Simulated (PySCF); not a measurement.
# As2Sb2 (AsAsSbSb tetrahedron): the cost of one run

Computed with PySCF 2.14.0 and routines of our own; the level stands in each step. Atoms count from 0.

## Step 1: The starting structure

4 atoms, charge 0, multiplicity 1; geometry from: GFN2-xTB.

## Step 2: Relaxing the molecule at PBE0-D3(BJ)/def2-SVP

Job settings and geometry (Å):

```
{"job": {"xc": "PBE0", "basis": "def2-SVP", "d3": "d3bj", "grid": 1, "maxiter": 30, "shake": 0.03, "kind": "geom"}, "charge": 0, "multiplicity": 1}
As    -0.999570    -1.011970    -0.484680
As    -0.734730     1.269060     0.288390
Sb     1.060600     0.248430    -1.226570
Sb     0.757000    -0.595970     1.392390
```

Launch:

```console
$ OMP_NUM_THREADS=1 python heavy_run.py task.json out
```

This one command runs all jobs of the session in turn.

Q: Estimate the wall time and peak memory of this first job on 1 thread of Intel Xeon Platinum 8488C, shared host.

About 86 s, with a peak of 0.54 GiB.
